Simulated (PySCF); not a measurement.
**C6H10N2O: electronic structure in real space**

For C6H10N2O, the scripts below measure its response to a uniform field, analyse its density (charges, bond critical points, surface potential) and probe its ring current by NICS.

Program: PySCF 2.14.0. Level of theory: levels as typed in each script, gas phase, geometry from GFN2-xTB. These are calculated values, not measurements.

**1. Where the work starts**

SMILES `CNC1C=NC(=O)CC1`, 19 atoms, charge 0, spin multiplicity 1.

Bond lengths: C1–N2 1.450 Å, C1–H10 1.089 Å, C1–H11 1.100 Å, C1–H12 1.088 Å, N2–C3 1.447 Å, N2–H13 1.016 Å, C3–C4 1.498 Å, C3–C9 1.548 Å, C3–H14 1.109 Å, C4–N5 1.260 Å, C4–H15 1.082 Å, N5–C6 1.380 Å, C6–O7 1.203 Å, C6–C8 1.532 Å, C8–C9 1.537 Å, C8–H16 1.090 Å, C8–H17 1.091 Å, C9–H18 1.091 Å and more. Angles: N2–C1–H10 109.1°, N2–C1–H11 113.2°, N2–C1–H12 108.8°, H10–C1–H11 108.1°, H10–C1–H12 108.7°, H11–C1–H12 108.9°, C1–N2–C3 113.2°, C1–N2–H13 109.5°, C3–N2–H13 109.9°, N2–C3–C4 111.4°, N2–C3–C9 111.3°, N2–C3–H14 112.8°, C4–C3–C9 103.6°, C4–C3–H14 108.9°, C9–C3–H14 108.3°, C3–C4–N5 120.2°, C3–C4–H15 120.1°, N5–C4–H15 119.5° and more.

Coordinates:

```xyz
19
C6H10N2O
C    -3.0549    0.5950    0.4676
N    -2.1929   -0.4086   -0.1259
C    -0.7905   -0.1964    0.1615
C    -0.2068    0.8684   -0.7163
N     1.0312    1.1037   -0.6909
C     1.8508    0.3161    0.0910
O     2.7279    0.7383    0.7972
C     1.5592   -1.1771   -0.0867
C     0.0499   -1.4512   -0.1783
H    -2.8017    1.5715    0.0563
H    -2.9649    0.6515    1.5629
H    -4.0869    0.3661    0.2105
H    -2.4752   -1.3300    0.1946
H    -0.6048    0.0712    1.2219
H    -0.8330    1.3866   -1.4303
H     2.0112   -1.6911    0.7620
H     2.0686   -1.5119   -0.9912
H    -0.2219   -2.2545    0.5075
H    -0.2288   -1.7610   -1.1870
```

**2. Response to an electric field (B3LYP/6-31+g*)**

input.py

```python
import numpy as np
from pyscf import gto, scf, dft
from pyscf.scf import atom_ks, atom_hf
from scipy.linalg import block_diag

def solve(mol, dm0=None, hcore=None):
    mf = (dft.UKS if mol.spin else dft.RKS)(mol, xc='b3lyp')
    mf.grids.level = 3
    mf = mf.density_fit(auxbasis='def2-universal-jkfit')
    mf.conv_tol, mf.max_cycle = 1e-8, 80
    if hcore is not None:
        mf.get_hcore = lambda *args: hcore
    mf.kernel(dm0)
    if not mf.converged:
        mf = mf.newton().run(mf.mo_coeff, mf.mo_occ, max_cycle=30)
    assert mf.converged, 'SCF not converged'
    return mf

mol = gto.M(atom='''
C     -3.05485     0.59499     0.46761
N     -2.19291    -0.40855    -0.12590
C     -0.79049    -0.19636     0.16151
C     -0.20682     0.86842    -0.71630
N      1.03122     1.10369    -0.69087
C      1.85078     0.31609     0.09095
O      2.72787     0.73832     0.79718
C      1.55920    -1.17715    -0.08668
C      0.04988    -1.45116    -0.17832
H     -2.80168     1.57151     0.05635
H     -2.96485     0.65148     1.56291
H     -4.08686     0.36611     0.21055
H     -2.47525    -1.32998     0.19455
H     -0.60478     0.07123     1.22194
H     -0.83299     1.38665    -1.43032
H      2.01120    -1.69113     0.76203
H      2.06863    -1.51186    -0.99124
H     -0.22191    -2.25446     0.50755
H     -0.22884    -1.76098    -1.18702
''', basis='6-31+g*', charge=0, spin=0, verbose=4)
field = np.array([-0.0, -0.002, -0.0])  # atomic units
mol.set_common_orig(mol.atom_charges() @ mol.atom_coords() / mol.atom_charges().sum())
mf = solve(mol)
out = dict(dm0=mf.make_rdm1(), d0=mf.dip_moment(unit='AU'), e0=mf.e_tot)
for name, sign in (('p', 1), ('m', -1)):
    h = mf.get_hcore() + sign * np.einsum('x,xij->ij', field, mol.intor('int1e_r'))
    mi = solve(mol, mf.make_rdm1(), h)
    out.update({'dm' + name: mi.make_rdm1(), 'd' + name: mi.dip_moment(unit='AU'), 'e' + name: mi.e_tot})
# spherically averaged free atoms, for the promolecule
atm = atom_ks.get_atm_nrks(mol, xc='b3lyp')
pro = block_diag(*[(atm[a[0]][2] * atm[a[0]][3]) @ atm[a[0]][2].T for a in mol._atom])
np.savez('result.npz', pro=pro, **out)
```

On the command line:

```sh
$ OMP_NUM_THREADS=1 python input.py
```

**4. Density, bond paths and surface potential (B3LYP/6-31+g*)**

input.py

```python
import numpy as np
from pyscf import gto, scf, dft
from pyscf.scf import atom_ks, atom_hf
from scipy.linalg import block_diag

def solve(mol, dm0=None, hcore=None):
    mf = (dft.UKS if mol.spin else dft.RKS)(mol, xc='b3lyp')
    mf.grids.level = 3
    mf = mf.density_fit(auxbasis='def2-universal-jkfit')
    mf.conv_tol, mf.max_cycle = 1e-8, 80
    if hcore is not None:
        mf.get_hcore = lambda *args: hcore
    mf.kernel(dm0)
    if not mf.converged:
        mf = mf.newton().run(mf.mo_coeff, mf.mo_occ, max_cycle=30)
    assert mf.converged, 'SCF not converged'
    return mf

mol = gto.M(atom='''
C     -3.05485     0.59499     0.46761
N     -2.19291    -0.40855    -0.12590
C     -0.79049    -0.19636     0.16151
C     -0.20682     0.86842    -0.71630
N      1.03122     1.10369    -0.69087
C      1.85078     0.31609     0.09095
O      2.72787     0.73832     0.79718
C      1.55920    -1.17715    -0.08668
C      0.04988    -1.45116    -0.17832
H     -2.80168     1.57151     0.05635
H     -2.96485     0.65148     1.56291
H     -4.08686     0.36611     0.21055
H     -2.47525    -1.32998     0.19455
H     -0.60478     0.07123     1.22194
H     -0.83299     1.38665    -1.43032
H      2.01120    -1.69113     0.76203
H      2.06863    -1.51186    -0.99124
H     -0.22191    -2.25446     0.50755
H     -0.22884    -1.76098    -1.18702
''', basis='6-31+g*', charge=0, spin=0, verbose=4)
mf = solve(mol)
mf.analyze()
# spherically averaged free atoms, for the promolecule
atm = atom_ks.get_atm_nrks(mol, xc='b3lyp')
pro = block_diag(*[(atm[a[0]][2] * atm[a[0]][3]) @ atm[a[0]][2].T for a in mol._atom])
np.savez('result.npz', e=mf.e_tot, c=mf.mo_coeff, occ=mf.mo_occ, eps=mf.mo_energy, pro=pro, dip=mf.dip_moment(verbose=0), s2=mf.spin_square()[0])
```

**6. Ring currents (PBE0/6-31g*)**

input.py

```python
import numpy as np
from pyscf import gto, scf, dft
from pyscf.prop import nmr
from pyscf.data import nist

def solve(mol, dm0=None, hcore=None):
    mf = (dft.UKS if mol.spin else dft.RKS)(mol, xc='pbe0')
    mf.grids.level = 3
    mf.conv_tol, mf.max_cycle = 1e-8, 80
    if hcore is not None:
        mf.get_hcore = lambda *args: hcore
    mf.kernel(dm0)
    if not mf.converged:
        mf = mf.newton().run(mf.mo_coeff, mf.mo_occ, max_cycle=30)
    assert mf.converged, 'SCF not converged'
    return mf

mol = gto.M(atom='''
C     -3.05485     0.59499     0.46761
N     -2.19291    -0.40855    -0.12590
C     -0.79049    -0.19636     0.16151
C     -0.20682     0.86842    -0.71630
N      1.03122     1.10369    -0.69087
C      1.85078     0.31609     0.09095
O      2.72787     0.73832     0.79718
C      1.55920    -1.17715    -0.08668
C      0.04988    -1.45116    -0.17832
H     -2.80168     1.57151     0.05635
H     -2.96485     0.65148     1.56291
H     -4.08686     0.36611     0.21055
H     -2.47525    -1.32998     0.19455
H     -0.60478     0.07123     1.22194
H     -0.83299     1.38665    -1.43032
H      2.01120    -1.69113     0.76203
H      2.06863    -1.51186    -0.99124
H     -0.22191    -2.25446     0.50755
H     -0.22884    -1.76098    -1.18702
''', basis='6-31g*', charge=0, spin=0, verbose=4)
mf = solve(mol)
vxc = nmr.rks.get_vxc_giao  # smaller grid blocks
nmr.rks.get_vxc_giao = lambda *a, **k: vxc(*a, **{**k, 'max_memory': 300})
calc = nmr.RKS(mf)
calc.cphf = True
nuclei = calc.kernel()
mo1 = calc.mo10
# ring centres and points 1 angstrom above and below them
points = np.array([
    [0.5823, -0.0894, -0.2366],
    [0.5474, 0.1320, 0.7379],
    [0.6172, -0.3108, -1.2112],
]) / nist.BOHR
mol.atom_coord = lambda i, unit='Bohr': points[i]
idx = range(len(points))
sigma = (calc.dia(shielding_nuc=idx) + calc.para(mo10=mo1, shielding_nuc=idx)[0]) * nist.ALPHA**2 * 1e6
for p, t in zip(points, sigma):
    print('NICS at %8.4f %8.4f %8.4f  %8.2f ppm' % (*(p * nist.BOHR), -t.trace() / 3))
occ = mf.mo_coeff[:, mf.mo_occ > 0]
dm1 = np.array([mf.mo_coeff @ (2 * x) @ occ.T for x in mo1])
np.savez('result.npz', sigma=sigma, nuclei=nuclei, dm0=mf.make_rdm1(), dm1=dm1, e=mf.e_tot, eps=mf.mo_energy, occ=mf.mo_occ)
```

(Steps that only read results are left out.)

Q: Predict the outcome of this session. Wanted: polarisability along the field; dipole moment; HOMO, LUMO; NICS(1)zz, 6-membered ring C3/C4/N5/C6/C8/C9.

As calculated:

| quantity | value |
| --- | --- |
| polarisability along the field (B3LYP/6-31+g*) | 78.1 bohr³ |
| dipole moment (B3LYP/6-31+g*) | 5.30 D |
| HOMO, LUMO (B3LYP/6-31+g*) | -6.79, -1.73 eV |
| NICS(1)zz, 6-membered ring C3/C4/N5/C6/C8/C9 (PBE0/6-31g*) | -2.0 ppm |

**Reading.** At B3LYP/6-31+g*: The highest Hirshfeld charge is on C6 (+0.17 e), the lowest on O7 (−0.27 e). The 6-membered ring C3/C4/N5/C6/C8/C9 is neither clearly shielded nor deshielded above its centre; in such a ring the values come largely from σ bonds and don't measure π aromaticity. The geometry was not optimised at these levels.
